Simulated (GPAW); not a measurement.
# CsLiCr2Te2S3 (Cm) in GPAW: reference runs

How does CsLiCr2Te2S3 come out in PBE? The cell is run as given and disturbed.

Program: GPAW 26.7.0. These are calculated values, not measurements. Logs are shortened: lines on timing, memory, paths and dates and some standing lists are left out, and cuts for length are marked. The log counts tension as positive stress, the text compression.

## (1) Starting point

Symmetry: Cm, No. 8, monoclinic system. The conventional cell has a = 6.843 Å, b = 10.361 Å, c = 7.978 Å, α = 90.00°, β = 111.21°, γ = 90.00°. Cs (site symmetry m) has 5 S at 3.58 to 3.92 Å and 1 Li at 4.01 Å as nearest neighbours. Around Li (site symmetry m) lie 3 S at 2.42 to 2.56 Å. Cr (site symmetry 1) is surrounded by 3 S at 2.20 to 2.25 Å and 1 Te at 2.51 Å. Te (site symmetry 1) is surrounded by 1 Cr at 2.51 Å. Around S (site symmetry 1) lie 2 Cr at 2.24 to 2.25 Å and 1 Li at 2.56 Å. S (site symmetry m) is surrounded by 2 Cr at 2.20 Å and 1 Li at 2.42 Å.

The cell was built by a generator and needn't be a form met in nature.

## (2) Single point, PBE, collinear spin, ferromagnetic start

Input file run.py:

```python
from ase import Atoms
from ase.dft.bandgap import bandgap
from ase.io import write
from ase.units import Bohr, GPa
from ase.parallel import parprint
from gpaw import GPAW, PW
from gpaw.elf import elf_from_dft_calculation

atoms = Atoms(['Cs', 'Li', 'Cr', 'Cr', 'Te', 'Te', 'S', 'S', 'S'],
              cell=[[3.42162, -5.18069, 0.00784],
                    [3.42162, 5.18069, 0.00784],
                    [-2.90411, 0.0, 7.43093]],
              scaled_positions=[[0.09374, 0.09374, 0.00853],
                                [0.58875, 0.58875, 0.55336],
                                [0.05646, 0.46755, 0.5579],
                                [0.46755, 0.05646, 0.5579],
                                [0.56486, 0.87357, 0.29035],
                                [0.87357, 0.56486, 0.29035],
                                [0.81151, 0.39697, 0.73347],
                                [0.39697, 0.81151, 0.73347],
                                [0.21404, 0.21404, 0.48371]],
              pbc=True)
atoms.set_initial_magnetic_moments([0.0, 0.0, 3.0, 3.0, 0.0, 0.0, 0.0, 0.0, 0.0])

calc = GPAW(mode=PW(800),
            xc='PBE',
            kpts={'size': (5, 5, 4), 'gamma': True},
            occupations={'name': 'fermi-dirac', 'width': 0.05},
            nbands=49,
            convergence={'density': 1e-05, 'energy': 1e-05},
            maxiter=150,
            txt='gpaw.txt')
atoms.calc = calc
energy = atoms.get_potential_energy()
forces = atoms.get_forces()
stress = atoms.get_stress()
calc.write('gs.gpw')
write('result.traj', atoms)
parprint(f'Energy: {energy:.6f} eV')
parprint('Forces (eV/A):')
parprint(forces.round(4))
parprint('Stress (GPa):', (stress / GPa).round(3))
parprint('Moments:', calc.get_magnetic_moments().round(3))
parprint('Fermi level:', round(calc.get_fermi_level(), 4), 'eV')
parprint(f'Gap: {bandgap(calc)[0]:.4f} eV, direct: {bandgap(calc, direct=True)[0]:.4f} eV')

# fields on the real-space grid
write('density.cube', atoms, data=calc.get_pseudo_density() * Bohr**3)
write('potential.cube', atoms, data=calc.get_electrostatic_potential())
write('spin.cube', atoms, data=(calc.get_pseudo_density(spin=0) - calc.get_pseudo_density(spin=1)) * Bohr**3)
write('elf.cube', atoms, data=elf_from_dft_calculation(calc).data)
```

Potentials or basis: GPAW PAW data sets (gpaw-data 1.2.1), pw.

On the command line:

```
$ OMP_NUM_THREADS=1 mpirun -n 8 gpaw python run.py
```

gpaw.txt:

```text
__  _  _
 | _ |_)|_||  |
 |__||  | ||/\| - 26.7.0

Input parameters:
  mode=PW(ecut=800.0),
  convergence={'density': 1e-05, 'energy': 1e-05},
  kpts=MonkhorstPack(size=(5, 5, 4), gamma=True),
  maxiter=150,
  nbands=49,
  occupations=Occupations(name='fermi-dirac', width=0.05),
  xc=XC(name='PBE')

Diagonalizing LCAO Hamiltonian
Converting LCAO to pw mode

               S
          Cr
            S
        S     Li
       Cr          Te

                  Te

          Cs

Atoms  # Å, Bohr magnetons
|   | symbol |        x |         y |        z |    initial magnetic moments |
|---|--------|----------|-----------|----------|-----------------------------|
| 0 |     Cs | 0.616713 |  0.000000 | 0.064856 | ( 0.0000,  0.0000,  0.0000) |
| 1 |     Li | 2.421939 |  0.000000 | 4.121211 | ( 0.0000,  0.0000,  0.0000) |
| 2 |     Cr | 0.172760 |  2.129730 | 4.149824 | ( 0.0000,  0.0000,  3.0000) |
| 3 |     Cr | 0.172760 | -2.129730 | 4.149824 | ( 0.0000,  0.0000,  3.0000) |
| 4 |     Te | 4.078553 |  1.599331 | 2.168848 | ( 0.0000,  0.0000,  0.0000) |
| 5 |     Te | 4.078553 | -1.599331 | 2.168848 | ( 0.0000,  0.0000,  0.0000) |
| 6 |      S | 2.004882 | -2.147603 | 5.459839 | ( 0.0000,  0.0000,  0.0000) |
| 7 |      S | 2.004882 |  2.147603 | 5.459839 | ( 0.0000,  0.0000,  0.0000) |
| 8 |      S | 0.059980 |  0.000000 | 3.597771 | ( 0.0000,  0.0000,  0.0000) |

Unit cell  # Å
| periodic |         x |         y |        z |  lengths |     angles |
|----------|-----------|-----------|----------|----------|------------|
|      yes |  3.421620 | -5.180690 | 0.007840 | 6.208631 | 101.503543 |
|      yes |  3.421620 |  5.180690 | 0.007840 | 6.208631 | 101.503543 |
|      yes | -2.904110 |  0.000000 | 7.430930 | 7.978256 | 113.113814 |

Number of symmetries: 2
Symmetry operations  # r_c * U_cc + t_c -> r_c
|   | kind |            matrix            |
|---|------|------------------------------|
| 0 |  E   |  1, 0, 0,  0, 1, 0,  0, 0, 1 |
| 1 |  σ   |  0, 1, 0,  1, 0, 0,  0, 0, 1 |

BZ-sampling:
  Number of BZ points: 100
  Number of IBZ points: 33

  Monkhorst-Pack size: [5, 5, 4]
  Monkhorst-Pack shift: [0.0, 0.0, 0.125]

K-points  # in reciprocal-cell coordinates
|     |                                coordinates |     weight |
|-----|--------------------------------------------|------------|
|   0 | (  0.00000000,   0.00000000,   0.00000000) | 0.01000000 |
|   1 | (  0.00000000,   0.00000000,   0.25000000) | 0.02000000 |
|   2 | (  0.00000000,   0.00000000,   0.50000000) | 0.01000000 |
|   3 | (  0.20000000,  -0.20000000,   0.00000000) | 0.02000000 |
|   4 | (  0.20000000,  -0.20000000,   0.25000000) | 0.04000000 |
|   5 | (  0.20000000,  -0.20000000,   0.50000000) | 0.02000000 |
|   6 | (  0.20000000,   0.00000000,  -0.25000000) | 0.04000000 |
|   7 | (  0.20000000,   0.00000000,   0.00000000) | 0.04000000 |
|   8 | (  0.20000000,   0.00000000,   0.25000000) | 0.04000000 |
|   9 | (  0.20000000,   0.00000000,   0.50000000) | 0.04000000 |
| ... |                                            |            |
|  32 | (  0.40000000,   0.40000000,   0.50000000) | 0.02000000 |

Plane wave coefficients: 13579
Cutoff: 800.0 eV

Spin-components: 2 (collinear spins)
Bands:           49
Projectors:      45
Spin-degeneracy: 1
Datatype:        complex128

Parallelization:
  kpt:    8
  domain: 1
  band:   1

Density:
  Valence electrons: 52.0
  Components: 2
  Grid points: [42 42 54]
  Charge: 0.0  # |e|

Potential:
  Grid points: [42 42 54]

species:
  Cs:
    name:    Caesium
    Z:       55.0
    valence: 9
    core:    46
    charge:  0.0  # [|e|]
    compensation charges:
      type: gauss
      rc: 0.33  # [Å]
      lmax: 2
    cutoffs:
      filter: 2.06  # [Å]
      core: 2.51  # [Å]
    projectors
    | kind |    occ | energy [eV] | rcut [Å] |
    |------|--------|-------------|----------|
    |   5s |  2.000 |     -26.706 |    1.164 |
    |   6s |  1.000 |      -2.085 |    1.164 |
    |   5p |  6.000 |     -13.523 |    1.058 |
    |    p |        |      13.688 |    1.058 |
    |    d |        |       0.000 |    1.058 |

    Using partial waves for Cs as LCAO basis

  Li:
    name:    Lithium
    Z:       3.0
    valence: 1
    core:    2
    charge:  0.0  # [|e|]
    compensation charges:
      type: gauss
      rc: 0.33  # [Å]
      lmax: 2
    cutoffs:
      filter: 1.91  # [Å]
      core: 2.55  # [Å]
    projectors
    | kind |    occ | energy [eV] | rcut [Å] |
    |------|--------|-------------|----------|
    |   2s |  1.000 |      -2.874 |    1.058 |
    |   2p |  0.000 |      -1.090 |    1.058 |
    |    s |        |      24.337 |    1.058 |

    Using partial waves for Li as LCAO basis

  Cr:
    name:    Chromium
    Z:       24.0
    valence: 6
    core:    18
    charge:  0.0  # [|e|]
    compensation charges:
      type: gauss
      rc: 0.35  # [Å]
      lmax: 2
    cutoffs:
      filter: 2.14  # [Å]
      core: 3.04  # [Å]
    projectors
    | kind |    occ | energy [eV] | rcut [Å] |
    |------|--------|-------------|----------|
    |   4s |  1.000 |      -4.007 |    1.164 |
    |   4p |  0.000 |      -0.989 |    1.217 |
    |   3d |  5.000 |      -2.913 |    1.111 |
    |    s |        |      23.205 |    1.164 |
    |    p |        |      26.223 |    1.217 |
    |    d |        |      24.299 |    1.111 |

    Using partial waves for Cr as LCAO basis

  Te:
    name:    Tellurium
    Z:       52.0
    valence: 6
    core:    46
    charge:  0.0  # [|e|]
    compensation charges:
      type: gauss
      rc: 0.36  # [Å]
      lmax: 2
    cutoffs:
      filter: 2.09  # [Å]
      core: 3.17  # [Å]
    projectors
    | kind |    occ | energy [eV] | rcut [Å] |
    |------|--------|-------------|----------|
    |   5s |  2.000 |     -15.089 |    1.180 |
    |   5p |  4.000 |      -5.955 |    1.196 |
    |    s |        |      12.123 |    1.180 |
    |    p |        |      21.256 |    1.196 |
    |    d |        |       0.000 |    1.238 |

    Using partial waves for Te as LCAO basis

  S:
    name:    Sulfur
    Z:       16.0
    valence: 6
    core:    10
    charge:  0.0  # [|e|]
    compensation charges:
      type: gauss
      rc: 0.24  # [Å]
      lmax: 2
    cutoffs:
      filter: 1.77  # [Å]
      core: 1.66  # [Å]
    projectors
    | kind |    occ | energy [eV] | rcut [Å] |
    |------|--------|-------------|----------|
    |   3s |  2.000 |     -17.254 |    0.974 |
    |   3p |  4.000 |      -7.008 |    0.979 |
    |    s |        |       9.957 |    0.974 |
    |    p |        |      20.203 |    0.979 |
    |    d |        |       0.000 |    0.900 |

    Using partial waves for S as LCAO basis

Reference energy: -671321.845766  # eV

eigensolver:
  PPCG
  Converge bands: occupied
  niter=2

density mixing:
  MSR1-Mixer
  Pratt-step length: 0.05
  Maximum mixing coefficient: 0.75
  Old densities: 10
  SVD Regularization: 0.005
  Good broyden scale: 1.0
  Trust region scale: 1.0
  Backstep threshold: 4.0
  History deletion threshold: 6.0
  Fourier metric: weight=20.0, sigma=0.015

occupation numbers:
  Fermi-Dirac:
    width: 0.0500  # eV

poisson solver:
  ecut: 6400.0  # eV

xc functional:
  name: PBE with 2 nearest neighbor stencil

convergence criteria:
- Maximum integral of absolute [dens]ity change: 1e-05 electrons / valence electron
- Maximum [total energy] change in last 3 cyles: 1e-05 eV / valence electron
- Maximum integral of absolute [eigenst]ate change: 4e-08 eV^2 / valence electron
maximum number of iterations: 150

SCF iterations
|iter     | |      energy | eigst |  dens |  magmom |
|---------|-|-------------|-------|-------|---------|
|iter:   1| |  -49.512659 | +0.35 |       |  +5.9880|
|iter:   2| |  -46.175154 | -1.03 | -0.68 |  +5.8867|
|iter:   3| |  -45.851837 | -2.13 | -0.95 |  +5.7738|
|iter:   4| |  -45.580691 | -2.12 | -1.01 |  +5.4406|
|iter:   5| |  -45.543195 | -2.12 | -1.11 |  +4.9509|
|iter:   6| |  -45.617815 | -2.48 | -1.29 |  +4.4153|
|iter:   7| |  -45.637894 | -3.08 | -1.60 |  +4.2080|
|iter:   8| |  -45.647675 | -3.42 | -1.89 |  +4.0657|
|iter:   9| |  -45.649368 | -3.81 | -2.29 |  +4.0280|
|iter:  10| |  -45.649725 | -4.29 | -2.54 |  +4.0129|
|iter:  11| |  -45.649928 | -4.93 | -2.90 |  +4.0124|
|iter:  12| |  -45.649988c| -5.44 | -3.30 |  +4.0150|
|iter:  13| |  -45.649993c| -6.20 | -3.69 |  +4.0168|
|iter:  14| |  -45.649996c| -6.75 | -3.94 |  +4.0175|
|iter:  15| |  -45.649994c| -7.34 | -4.25 |  +4.0177|
|iter:  16| |  -45.649994c| -7.73c| -4.53 |  +4.0176|
|iter:  17| |  -45.649994c| -7.87c| -4.89 |  +4.0176|
|iter:  18| |  -45.649993c| -8.29c| -5.29c|  +4.0175|

Converged in 18 steps
Energy contributions relative to reference atoms: (reference = -671321.845766)

Energy contributions:
  Kinetic:          14.962456
  Coulomb:         -26.558839
  Zero:              0.968959
  External:          0.000000
  Xc:              -35.008747
  Entropy:          -0.027644
  Spinorbit:         0.000000
  ----------------------------
  Free energy:     -45.663815
  Extrapolated:    -45.649993

dipole moment: (-2.458964, -0.000000, -38.847116)  # |e|*Ang

Total magnetic moment: (0.000000, 0.000000, 4.017546)

Local magnetic moments
|        x |        y |         z |
|----------|----------|-----------|
| 0.000000 | 0.000000 | -0.001280 |  # Cs   0
| 0.000000 | 0.000000 |  0.000448 |  # Li   1
| 0.000000 | 0.000000 |  2.193666 |  # Cr   2
| 0.000000 | 0.000000 |  2.193666 |  # Cr   3
| 0.000000 | 0.000000 | -0.161269 |  # Te   4
| 0.000000 | 0.000000 | -0.161269 |  # Te   5
| 0.000000 | 0.000000 | -0.069220 |  # S    6
| 0.000000 | 0.000000 | -0.069220 |  # S    7
| 0.000000 | 0.000000 | -0.066040 |  # S    8

Fermi level: 3.853
Eigenvalues  # (at kpt = [0.000, 0.000, 0.000])
| band index |      eig [eV] | occ [0-1] |      eig [eV] | occ [0-1] |
|------------|---------------|-----------|---------------|-----------|
|          0 |       -17.851 |     1.000 |       -17.852 |     1.000 |
|        ... |               |           |               |           |
|         19 |         1.489 |     1.000 |         1.707 |     1.000 |
|         20 |         1.668 |     1.000 |         1.934 |     1.000 |
|         21 |         1.892 |     1.000 |         2.173 |     1.000 |
|         22 |         2.118 |     1.000 |         3.182 |     1.000 |
|         23 |         2.708 |     1.000 |         3.300 |     1.000 |
|         24 |         2.755 |     1.000 |         4.579 |     0.000 |
|         25 |         3.079 |     1.000 |         4.762 |     0.000 |
|         26 |         3.466 |     1.000 |         4.941 |     0.000 |
|         27 |         3.506 |     0.999 |         4.981 |     0.000 |
|         28 |         3.628 |     0.989 |         5.398 |     0.000 |
|         29 |         4.099 |     0.007 |         5.585 |     0.000 |
|         30 |         4.614 |     0.000 |         5.610 |     0.000 |
|         31 |         4.934 |     0.000 |         5.964 |     0.000 |
|         32 |         5.527 |     0.000 |         6.483 |     0.000 |
|         33 |         5.881 |     0.000 |         6.775 |     0.000 |
|        ... |               |           |               |           |
|         48 |        12.109 |     0.000 |        12.254 |     0.000 |

No gap
No difference between direct/indirect transitions

Forces  # eV/Ang
|        x |        y |        z |
|----------|----------|----------|
|  0.00314 |  0.00000 | -0.00190 |  # Cs   0
|  0.02383 |  0.00000 |  0.00346 |  # Li   1
|  0.00969 |  0.07926 | -0.07348 |  # Cr   2
|  0.00969 | -0.07926 | -0.07348 |  # Cr   3
|  0.00171 | -0.00163 |  0.00648 |  # Te   4
|  0.00171 |  0.00163 |  0.00648 |  # Te   5
| -0.00768 |  0.03419 |  0.09916 |  # S    6
| -0.00768 | -0.03419 |  0.09916 |  # S    7
| -0.03440 |  0.00000 | -0.06584 |  # S    8

Stress tensor  # eV/Ang^3
|         x |         y |         z |
|-----------|-----------|-----------|
| -0.001628 |  0.000000 | -0.000052 |
|  0.000000 | -0.001295 |  0.000000 |
| -0.000052 |  0.000000 | -0.000797 |

# Writing to gs.gpw (mode='')
```

It took 1.9 min on 8 MPI ranks of Intel Xeon 6975P-C (Granite Rapids), shared host; peak memory 0.57 GiB.

What came out:

| Property | Result |
| --- | --- |
| Free energy | -45.6638 eV |
| Pressure | 0.2 GPa |
| Largest force | 0.109 eV/Å |
| Band gap on the k mesh | none (metal or under the smearing width) |
| Net moment | 4.02 μB per cell |
| Site moments | Cs -0.00; Li +0.00; Cr +2.19; Te -0.16; S -0.07 μB |

Forces in eV/Å, atoms in the order of the input:
```
Cs   0.003  0.000 -0.002
Li   0.024  0.000  0.003
Cr   0.010  0.079 -0.073
Cr   0.010 -0.079 -0.073
Te   0.002 -0.002  0.006
Te   0.002  0.002  0.006
S   -0.008  0.034  0.099
S   -0.008 -0.034  0.099
S   -0.034  0.000 -0.066
```

Levels at points of the mesh, in eV from the Fermi level:
Spin up:
```
           k point  band 25  band 26  band 27  band 28  band 29  band 30  band 31  band 32
(0.00, 0.00, 0.00)    -1.10    -0.77    -0.39    -0.35    -0.23     0.25     0.76     1.08
(0.00, 0.00, 0.50)    -1.09    -0.78    -0.39    -0.33    -0.14     0.15     0.66     0.68
```
Spin down:
```csv
k point,band 22,band 23,band 24,band 25,band 26,band 27
"(0.00, 0.00, 0.00)",-1.68,-0.67,-0.55,0.73,0.91,1.09
"(0.00, 0.00, 0.50)",-1.66,-0.64,-0.60,0.75,0.87,1.15
```

Caveat: only a ferromagnetic start was run, and an antiferromagnetic order may lie lower in energy. With open d or f shells a metallic result of PBE can be an artefact of self-interaction; +U or a hybrid may open a gap.

(Part 1 of 2 ends here.)
